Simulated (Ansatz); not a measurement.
TaAgO₃, space group Pm-3m: a scan of the energy under strain, run with Ansatz 0.2.0, Python API.

Script `strain_taago3.py`:
```python
'''A uniaxial strain scan of TaAgO3.'''

import warnings

import ansatz as az
import numpy as np

vectors0 = np.array([
    [3.99937, 0.0, 0.0],
    [0.0, 3.99937, 0.0],
    [0.0, 0.0, 3.99937],
])
sites = [
    ('Ta', [0.0, 0.0, 0.0]),
    ('Ag', [0.5, 0.5, 0.5]),
    ('O', [0.0, 0.0, 0.5]),
    ('O', [0.0, 0.5, 0.0]),
    ('O', [0.5, 0.0, 0.0]),
]


def on_lattice(cell):
    crystal = az.Crystal(lattice=az.Lattice.of(cell))
    for symbol, position in sites:
        crystal = crystal.atom(symbol, position)
    return crystal

warnings.simplefilter('ignore', az.DeckWarning)

# clamped ions: the fractional positions stay as typed
values = np.linspace(-0.02, 0.02, 5)
energies = []
for d in values:
    strain = np.diag([0, 0, d])
    cell = vectors0 @ (np.eye(3) + strain)
    calc = (
        on_lattice(cell).calculation()
        .functional('LDA')
        .eigensolver('davidson')
        .basis(470)  # a bare number is in eV
        .scf(tolerance=1e-06)
        .accuracy('low')  # preset for grids and thresholds
        .mixing('msr1', ndim=4, beta=0.6)
        .occupations('gaussian', width=0.02)
        .kpoints(5, 5, 5)  # sampling of the Brillouin zone
    )
    data = calc.run(threads=1).report
    energies.append(data['free_energy_ev'] / len(sites))
    print(f'd = {d:+.4f}  F = {energies[-1]:.5f} eV/atom')
energies = np.array(energies)

for value, e in zip(values, energies):
    print(f'strain {value:7.3f}   E - Emin = {1000 * (e - energies.min()):9.3f} meV/atom')
np.savetxt('strain.csv', np.column_stack([values, energies]), fmt='%.6f', delimiter=',', header='strain,energy_eV_per_atom')
curvature = 2 * np.polyfit(values, energies, 3)[1]
volume = abs(np.linalg.det(vectors0)) / len(sites)
print(f'd2E/dd2 over the volume: {curvature / volume * 160.21766:.1f} GPa')
```

How much energy does this uniaxial strain cost, and what curvature follows?

Against the unstrained cell the energy per atom changes by -13.71 meV at one end of the scan and +25.55 meV at the other, and its second derivative over the volume is 371.1 GPa. The lowest row is an end of the scan, as the cell stands under stress.

What the script printed:

```console
$ python strain_taago3.py
d = -0.0200  F = -3761.74391 eV/atom
d = -0.0100  F = -3761.73872 eV/atom
d = +0.0000  F = -3761.73019 eV/atom
d = +0.0100  F = -3761.71873 eV/atom
d = +0.0200  F = -3761.70464 eV/atom
strain  -0.020   E - Emin =     0.000 meV/atom
strain  -0.010   E - Emin =     5.187 meV/atom
strain   0.000   E - Emin =    13.712 meV/atom
strain   0.010   E - Emin =    25.177 meV/atom
strain   0.020   E - Emin =    39.267 meV/atom
d2E/dd2 over the volume: 371.1 GPa
```

File `strain.csv` afterwards:
```csv
# strain,energy_eV_per_atom
-0.020000,-3761.743905
-0.010000,-3761.738719
0.000000,-3761.730193
0.010000,-3761.718729
0.020000,-3761.704638
```

What to keep in mind:
- These settings explore the input space; cutoff and mesh may be short of convergence.
- Spin is left out of this run.
- The curvature belongs to this strain pattern and to the cell's stress; it equals a single elastic constant only for simple patterns.
- Spin-orbit coupling, which matters for elements this heavy, is left out.
- The structure comes from a database of computed cells and needn't be a stable or known phase.
- The ions keep their fractional positions (clamped ions).
- Run time: 10 s on 1 thread of Arm Neoverse V2, on a shared host, peak memory 0.39 GiB.

(Lines on the test bed's own set-up are left out of the output.)
